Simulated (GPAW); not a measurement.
**GeTe (SMILES [Ge][Te]) at PBEsol-D3(0)/real-space grid (scalar-relativistic datasets, stencil 4)**

Aim: a structure relaxation of GeTe. 

The calculation is run with GPAW 26.7.0.

7 further runs of the same task are left out: 1 that didn't finish, 6 set aside as unsound or not needed.

**1. Starting point**

The species is GeTe (2 atoms), meant as a singlet with charge 0. As SMILES, `[Ge][Te]`. The bond length is the measured one. The run starts from this shape.

Bond lengths: Ge1–Te2 2.340 Å.

**2. A geometry optimisation at PBEsol-D3(0)/real-space grid (scalar-relativistic datasets, stencil 4)**

molecule.xyz reads:

```xyz
2

Ge     0.000000     0.000000     0.000000
Te     0.000000     0.000000     2.340165
```

run.py reads:

```python
from ase.calculators.mixing import SumCalculator
from ase.io import read, write
from ase.optimize import LBFGS
from dftd3.ase import DFTD3
from gpaw import FD, GPAW, setup_paths
from gpaw.atom.configurations import parameters
from gpaw.atom.generator import Generator
from gpaw.utilities.adjust_cell import adjust_cell

atoms = read("molecule.xyz")
adjust_cell(atoms, 6.0, h=0.16)

for symbol in ["Ge", "Te"]:
    Generator(symbol, xcname="PBEsol", scalarrel=True, nofiles=True, txt=None).run(**parameters[symbol])
setup_paths.insert(0, ".")

calc = GPAW(mode=FD(nn=4),
            h=0.16,
            xc="PBEsol",
            occupations={"name": "methfessel-paxton", "width": 0.01},
            maxiter=80,
            symmetry="off",
            txt="-")
atoms.calc = SumCalculator([DFTD3(method="PBEsol", damping="d3zero"), calc])

opt = LBFGS(atoms, trajectory="molecule.traj")
converged = opt.run(fmax=0.05, steps=40)
print("Converged:", converged)
print(f"Final energy = {atoms.get_potential_energy():.5f} eV")
print(f"r(Te1-Ge0)              {atoms.get_distance(1, 0):.4f} Ang")
write("relaxed.xyz", atoms)
```

On the command line:

```console
python run.py > run.log
```

Q: Predict the results. Wanted: energy as printed; dipole moment; HOMO energy; LUMO energy; HOMO–LUMO gap; bond length; dispersion energy.

Computed results:

At PBEsol-D3(0)/real-space grid (scalar-relativistic datasets, stencil 4):

| quantity | value |
| --- | --- |
| energy as printed (from the program's reference atoms) | -6.5418 eV |
| dipole moment | 1.20 D |
| HOMO energy | -6.21 eV |
| LUMO energy | -3.30 eV |
| HOMO–LUMO gap | 2.91 eV |
| bond length | 2.346 Å |
| dispersion energy | -0.05 kJ/mol |

In words: At the final geometry: Bond lengths: Ge1–Te2 2.346 Å. The optimisation took 2 steps and changed the energy by -0.000 eV.
